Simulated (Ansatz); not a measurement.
Write a Python script for the Python package of Ansatz (0.2.0) that makes a comparison of enthalpies under pressure of two structures of Pd. Settings (first run): LDA, PAW, cutoff 500 eV, 13×13×13 k-points, cold smearing of 0.1 eV.

`transition_pd.py`
```python
# -*- coding: utf-8 -*-
"""Pressure at which two phases of Pd cross."""

import ansatz as az
import numpy as np


def diamond(A, a):
    return az.Crystal.diamond(A, a=a)


def sc(first, a):
    return (
        az.Lattice.cubic(a)
        .space_group(221)
        .atom(first, (0, 0, 0))
    )


def ground_state(name, crystal, pressure=0.0):
    calc = crystal.calculation()
    calc = calc.functional("lda")
    calc = calc.basis(500)
    calc = calc.kpoints(spacing=0.16)
    calc = calc.occupations("cold", width=0.1)
    calc = calc.relax(force_tolerance=0.01, cell=True, pressure=pressure)
    return calc.run()


def volume_per_atom(outcome):
    return abs(np.linalg.det(outcome.lattice.cell_ang)) / len(outcome.lattice.sites)


def main():
    phases = {}
    phases["diamond"] = diamond("Pd", 5.35)
    phases["sc"] = sc("Pd", 2.53)

    # enthalpy per atom at each pressure
    pressures = [0, 10, 20, 30]
    enthalpy, volume = {name: [] for name in phases}, {name: [] for name in phases}
    for p in pressures:
        for name, crystal in phases.items():
            o = ground_state(name, crystal, pressure=p)
            volume[name].append(volume_per_atom(o))
            enthalpy[name].append(o.report["energy_sigma0_ev"] / len(o.lattice.sites) + p * volume[name][-1] / 160.21766)
    gap = np.array(enthalpy["sc"]) - np.array(enthalpy["diamond"])
    rows = [(p, va, vb, 1000 * d) for p, va, vb, d in zip(pressures, volume["diamond"], volume["sc"], gap)]
    print("| P (GPa) | V diamond (A^3/atom) | V sc (A^3/atom) | H(sc) - H(diamond) (meV/atom) |")
    print("| --- | --- | --- | --- |")
    for row in rows:
        print(f"| {row[0]:d} | {row[1]:.3f} | {row[2]:.3f} | {row[3]:+.1f} |")
    crossings = [p0 - g0 * (p1 - p0) / (g1 - g0) for p0, p1, g0, g1 in zip(pressures, pressures[1:], gap, gap[1:]) if g0 * g1 < 0]
    print("crossing near", [round(float(p), 1) for p in crossings], "GPa") if crossings else print("no crossing in this range")


if __name__ == "__main__":
    main()
```

Output of `python transition_pd.py`:
```text
| P (GPa) | V diamond (A^3/atom) | V sc (A^3/atom) | H(sc) - H(diamond) (meV/atom) |
| --- | --- | --- | --- |
| 0 | 22.076 | 16.353 | -805.2 |
| 10 | 20.342 | 15.512 | -1131.1 |
| 20 | 19.193 | 14.887 | -1415.6 |
| 30 | 18.321 | 14.388 | -1672.1 |
no crossing in this range
```

Reading the output:
- At a fixed pressure a relaxation lowers the enthalpy F + PV, while F alone can rise.
- Only these two structures are compared, at zero temperature and with their symmetry kept; either may be hypothetical, and another phase may be lower than both. Differences under 10 to 15 meV an atom lie within the error of mesh and functional.
- The cells are prototypes set up for this calculation and needn't exist.
- Run time: 100 s on 1 thread of Arm Neoverse V1, on a shared host, peak memory 0.46 GiB.
